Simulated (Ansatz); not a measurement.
**Mg (fcc type): how the settings move a single-point run**

Question: which choices in the input matter for Mg (fcc type)?

Method: reference: DFT, LDA, PAW with other files of Ansatz's library (core large), scalar-relativistic, in Ansatz 0.2.0.

### Step 1. The structure to begin with

The structure is cubic, space group Fm-3m (No. 225). Conventional cell: a = 3.936 Å, b = 3.936 Å, c = 3.936 Å, α = 90.00°, β = 90.00°, γ = 90.00°. Mg (site symmetry m-3m) is surrounded by 12 Mg at 2.78 Å.

Structure file:

```xyz
1
Lattice="0.0000 1.9680 1.9680 1.9680 0.0000 1.9680 1.9680 1.9680 0.0000" Properties=species:S:1:pos:R:3 pbc="T T T"
Mg    0.0000    0.0000    0.0000
```

### Step 2. The reference run

input.yaml

```yaml
crystal:
  lattice:
    - [0.0, 1.9680081872, 1.9680081872]
    - [1.9680081872, 0.0, 1.9680081872]
    - [1.9680081872, 1.9680081872, 0.0]
  atoms:
    - { symbol: Mg, position: [0.0, 0.0, 0.0] }
kpoints:
  mp_grid: { grid: [16, 16, 16] }
scf:
  occupations: { method: fermi_dirac, width: 0.05 }
hamiltonian:
  xc: lda
  pseudopotentials: { kind: paw, core: large }
output:
  forces: true
  stress: true
  eigenvalues: true
```

The run is started by

```
$ ansatz run input.yaml --threads 1 --pin off --max-ram 2048MiB --backend cpu --events-out ev --progress --plain --runs-dir out
```

### Step 3. Changed: accuracy low, ecutwfc 450 eV

Edit input.yaml of step 2 so:

```diff
@@ -18 +18,8 @@
   eigenvalues: true
+  write_density: true
+  write_potential: true
+  elf: true
+  volumetric_format: npy
+accuracy: low
+basis:
+  ecutwfc: "450 eV"
```

Before running it: what results should come out? Wanted: for each run, ending; energy change; pressure; gap; force.

As calculated:

```csv
run,ending,energy change,pressure (GPa),gap (eV),force (eV/Å),cycles,time
reference,converged,0,27.8,0.00,0.00,6,1 s
"1: accuracy low, ecutwfc 450 eV",converged,-0.1 meV/atom,27.8,0.00,0.00,6,1.4 s
```

Times don't compare one to one where runs were asked for different outputs or read a saved state (see the inputs); cycles may leave out searches for a lower state.

Residual by cycle in the longest SCF loop of each run; runs are numbered as in the table. The quantity is the density residual dr2, in eV.

```csv
cycle,reference,run 1
1,0.00351,0.00351
2,3.3e-4,3.3e-4
3,1.9e-5,1.9e-5
4,4.3e-8,4.7e-8
5,1.8e-10,2.0e-10
6,1.6e-12,2.1e-12
```

Changing the accuracy level and cutoff hardly moves the energy: -0.1 meV/atom. The structure is not at rest: the sound run finds 28 GPa, so these are no properties of the relaxed crystal. 
